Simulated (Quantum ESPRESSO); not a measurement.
**NbAs under changes of volume**

One of the cells (17.395 Å³/atom); the others are scaled copies at fixed shape and fractional positions:

```
Nb As
1.0
    -1.72585    1.72585    5.84000
     1.72585   -1.72585    5.84000
     1.72585    1.72585   -5.84000
Nb As
2 2
Direct
  0.50000 0.00000 0.50000
  0.75000 0.75000 0.00000
  0.91600 0.41600 0.50000
  0.16600 0.16600 0.00000
```

* Program: Quantum ESPRESSO 7.5
* Functional: PBE
* Potentials or basis: SSSP 1.3 efficiency PBE
* Cutoff: 748 eV
* Density cutoff: 5987 eV
* k mesh: 11 × 11 × 11
* Occupations: fermi-dirac, width 0.05 eV
* Spin: no spin polarisation

```tsv
volume (Å³/atom)	energy over the lowest point (meV/atom)	pressure (GPa)
16.351	69.53	16.6
16.699	38.47	11.8
17.047	17.17	7.6
17.395	4.65	3.7
17.743	0.00	0.3
18.091	?	?
18.438	11.23	-5.5
```

Problem. What does the run at 18.091 Å³/atom give?

Solution. Energy over the lowest point 2.43 meV/atom; pressure -2.8 GPa.

Worked out: A Birch-Murnaghan fit of order 3 (a polynomial in V^(-2/3)) to the other rows has its minimum at 17.79 Å³/atom with B0 = V·E''(V) = 164 GPa and B' = 4.4 at fixed shape and positions, which overstates the stiffness. It gives 2.45 meV/atom at 18.091 Å³/atom, against the run's 2.43, and -dE/dV = -2.6 GPa, against -2.8.

Energies are extrapolated to zero smearing.
